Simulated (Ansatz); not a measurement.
CAg: a ladder of basis sets, run with Ansatz 0.2.0 through its Python package.

The script, `basis.py`:
```python
'''How the energy of CAg converges with the basis.'''

import ansatz

XC = 'pbe0'


def main() -> None:
    geometry = (
        ansatz.Crystal.molecule()
        .atom('Ag', (0.0, 0.0, 0.0))
        .atom('C', (0.0, 0.0, 2.045))
    )

    setup = (
        geometry.calculation()
        .functional(XC)
        .spin('collinear', total=1)
    )

    energies = {}
    for basis in ['def2-SVP', 'def2-SVPD', 'def2-TZVP', 'def2-TZVPP']:
        summary = setup.basis(gaussian=basis).run(threads=1, backend='cpu').report
        size = summary['n_frozen'] + summary['n_occupied'][0] + summary['n_virtual'][0]
        energies[basis] = (summary['reference_energy_ev'] / 27.211386246, summary['free_energy_ev'] / 27.211386246)
        print(f'{basis:14s} {size:4d} orbitals  reference {energies[basis][0]:14.6f} Ha  total {energies[basis][1]:14.6f} Ha')

    last = energies['def2-TZVPP'][1]
    for basis, (_, total) in energies.items():
        print(f'{basis:14s} lies {27.211386 * (total - last):9.4f} eV above def2-TZVPP')


if __name__ == '__main__':
    main()
```

How far does the total energy move along this ladder of basis sets?

Against def2-SVP: def2-SVPD -1.9 mHa, def2-TZVP -81.7 mHa and def2-TZVPP -82.3 mHa. The last step alone is -0.61 mHa (these two sets differ little on atoms other than hydrogen). From the first set to the last the time grows from 18.0 to 28.3 s.

The output:

```console
$ python basis.py
def2-SVP         45 orbitals  reference    -184.748818 Ha  total    -184.748818 Ha
def2-SVPD        54 orbitals  reference    -184.750690 Ha  total    -184.750690 Ha
def2-TZVP        71 orbitals  reference    -184.830511 Ha  total    -184.830511 Ha
def2-TZVPP       87 orbitals  reference    -184.831123 Ha  total    -184.831123 Ha
def2-SVP       lies    2.2396 eV above def2-TZVPP
def2-SVPD      lies    2.1887 eV above def2-TZVPP
def2-TZVP      lies    0.0167 eV above def2-TZVPP
def2-TZVPP     lies    0.0000 eV above def2-TZVPP
```

The drop along the ladder measures the basis error, and is no property of the molecule. The geometry is a force-field or estimated start, not a minimum of this method, and the last set is no limit. Much of the fall in a total is atomic energy, which cancels in bond and reaction energies. def2 sets replace the cores of elements past krypton by effective core potentials. The species is open-shell (spin multiplicity 2). The expectation value of S² is noticeably off S(S+1) in at least one run, so that state is spin-contaminated. The spin state was assumed, and another may lie lower. Timing: 87 s on 1 thread of Arm Neoverse N1, with other jobs on the host, peak memory 0.23 GiB.
